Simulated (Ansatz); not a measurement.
Consider a ranking of structure types by relaxed energy of ZrB2 on several prototypes (Ansatz 0.2.0 through its Python package).

`prototypes.py`:
```python
"""Relaxed energies of ZrB2 in several structure types."""

import warnings

import ansatz as az
import numpy as np
import pandas as pd
import spglib


def cdi2(first, second, a):
    return (
        az.Lattice.from_parameters(a, a, 1.6 * a, alpha=90, beta=90, gamma=120)
        .space_group(164)
        .atom(first, [0, 0, 0])
        .atom(second, [1 / 3, 2 / 3, 0.25])
    )


def fluorite(a_site, b_site, a):
    return (
        az.Lattice.fcc(a)
        .space_group(225)
        .atom(a_site, [0, 0, 0])
        .atom(b_site, [0.25, 0.25, 0.25])
        .primitive()
    )


def rutile(a_site, b_site, a):
    return (
        az.Lattice.from_parameters(a, a, 0.65 * a, alpha=90, beta=90, gamma=90)
        .space_group(136)
        .atom(a_site, [0, 0, 0])
        .atom(b_site, [0.305, 0.305, 0])
    )


def compute(name, crystal, relax=True):
    calc = (
        crystal.calculation()
        .functional(az.Functional.R2SCAN)
        .basis(300)
        .scf(self_checks="high")
        .kpoints(spacing=0.26)
        .occupations("cold", width=0.05)
        .stress()
        .band_table()
    )
    if relax:
        calc = calc.relax(force_tolerance=0.02, cell=True)
    return calc.run(threads=1, pin="off")

def bulk_modulus(name, outcome, step=0.01):
    # B = -V dP/dV from the pressures of two uniformly scaled cells, atoms held at their fractions
    pressure = []
    for factor in (1 - step, 1.0, 1 + step):
        cell = az.Crystal(lattice=az.Lattice.of(outcome.lattice.cell_ang * factor ** (1 / 3)))
        for site in outcome.report["lattice"]["sites"]:
            cell = cell.atom(site["symbol"], site["position_frac"])
        pressure.append(np.trace(compute(name, cell, relax=False).report["stress_gpa"]) / 3)
    slope, bend = (pressure[0] - pressure[2]) / (2 * step), abs(pressure[0] + pressure[2] - 2 * pressure[1])
    # a jump of mesh or basis between the cells shows as a kink: no modulus then
    return float(slope) if bend < 12 * step**2 * abs(slope) + 0.15 and abs(pressure[1]) < 1.5 else float("nan")

def relaxed_twice(name, crystal):
    # the second pass draws mesh and plane waves anew for the relaxed cell
    first = compute(name, crystal)
    again = az.Crystal(lattice=az.Lattice.of(first.lattice.cell_ang))
    for site in first.report["lattice"]["sites"]:
        again = again.atom(site["symbol"], site["position_frac"])
    return compute(name, again)


def space_group(outcome):
    sites = outcome.report["lattice"]["sites"]
    kinds = sorted({site["symbol"] for site in sites})
    cell = (outcome.lattice.cell_ang, [site["position_frac"] for site in sites], [kinds.index(site["symbol"]) for site in sites])
    return spglib.get_spacegroup(cell, symprec=0.01)


def pressure_gpa(outcome):
    return float(np.trace(outcome.report["stress_gpa"]) / 3)


def main() -> None:
    # a is a first guess in angstrom
    warnings.simplefilter("ignore", az.DeckWarning)

    phases = {}
    phases["CdI2"] = cdi2("Zr", "B", 2.99)
    phases["fluorite"] = fluorite("Zr", "B", 5.06)
    phases["rutile"] = rutile("Zr", "B", 4.76)

    done = {}
    for name, crystal in phases.items():
        try:
            done[name] = relaxed_twice(name, crystal)
        except az.NonConvergedError as error:
            print(name, "did not converge:", str(error)[:120])

    energy = {name: o.report["energy_sigma0_ev"] / len(o.lattice.sites) for name, o in done.items()}
    lowest = min(energy.values())
    rows = [(name, len(o.lattice.sites), 1000 * (energy[name] - lowest), space_group(o), pressure_gpa(o), bulk_modulus(name, o)) for name, o in done.items()]
    rows.sort(key=lambda row: row[2])
    print(pd.DataFrame(rows, columns=["phase", "atoms", "dE (meV/atom)", "space group", "P (GPa)", "B (GPa)"]).round(4).to_string(index=False))


if __name__ == "__main__":
    main()
```

Which of these structures comes out lowest, and how far apart are they?

By space group at the end of each run: P6/mmm (+0 meV an atom, 10.3 Å³), P4_2/mnm (+1473 meV an atom, 14.8 Å³) and Fm-3m (+1836 meV an atom, 13.8 Å³).

The run itself:

Output of `python prototypes.py`:
```text
   phase  atoms  dE (meV/atom)    space group  P (GPa)  B (GPa)
    CdI2      3         0.0000   P6/mmm (191)  -0.0052 245.9163
  rutile      6      1469.0324 P4_2/mnm (136)   0.0011 126.1949
fluorite      3      1832.4805    Fm-3m (225)  -0.0189 126.9137
```

Reading the output:
- These settings explore the input space; cutoff and mesh may be short of convergence.
- The cutoff lies under the one recommended for these potentials.
- Spin is left out of this run.
- Under the recommended cutoff a pressure can be off by several GPa, even in sign.
- For the metals among these phases the mesh is modest: differences between phases can be off by up to 40 meV an atom.
- Pressure is positive in compression.
- The cells are built on prototypes, so most aren't the phase found in nature. Rows bear the name of their start, and a relaxation keeps or raises the symmetry. Differences under about 40 meV an atom lie within the error of mesh and functional.
- The script silences the warnings on its input, which a real study should read.
- Run time: 4.7 min on 1 thread of Arm Neoverse V2 (shared host), peak memory 0.57 GiB.
